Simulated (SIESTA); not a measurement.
# Cd3Se under changes of volume

One of the cells (25.356 Å³/atom); the others are scaled copies at fixed shape and fractional positions:

```
CELL_PARAMETERS angstrom
-2.04095 2.04095 6.08708
2.04095 -2.04095 6.08708
2.04095 2.04095 -6.08708
ATOMIC_POSITIONS crystal
Cd 0.50000 0.50000 0.00000
Cd 0.25000 0.75000 0.50000
Cd 0.75000 0.25000 0.50000
Se 0.00000 0.00000 0.00000
```

The cell comes from a database or a generator and needn't be the stable form of this composition.

```yaml
Program: SIESTA 5.4.2
Functional: LDA
Potentials_or_basis: PseudoDojo 0.4 standard (LDA files)
Basis: DZP (energy shift 0.003 Ry; two zetas on semicore shells)
Grid_cutoff: 800 Ry
Energy_shift: 0.003 Ry
k_mesh: 9 × 9 × 9
Occupations: fermi-dirac, width 0.05 eV
Spin: no spin polarisation
```

```tsv
volume (Å³/atom)	energy over the lowest point (meV/atom)	pressure (GPa)
23.834	0.00	-4.2
24.341	15.06	-5.2
24.849	32.97	-6.0
25.356	53.29	-6.8
25.863	?	?
26.370	99.93	-7.9
26.877	125.64	-8.3
```

**Question.** What does the run at 25.863 Å³/atom give?

**Answer.** Energy over the lowest point 75.72 meV/atom; pressure -7.4 GPa.

Worked out: A Birch-Murnaghan fit of order 3 (a polynomial in V^(-2/3)) to the other rows has no minimum within the range. It gives 75.72 meV/atom at 25.863 Å³/atom, against the run's 75.72, and -dE/dV = -7.4 GPa, against -7.4.

Energies are extrapolated to zero smearing.

Caveats: the basis of atomic orbitals isn't converged, which shifts pressures, moduli and gaps.
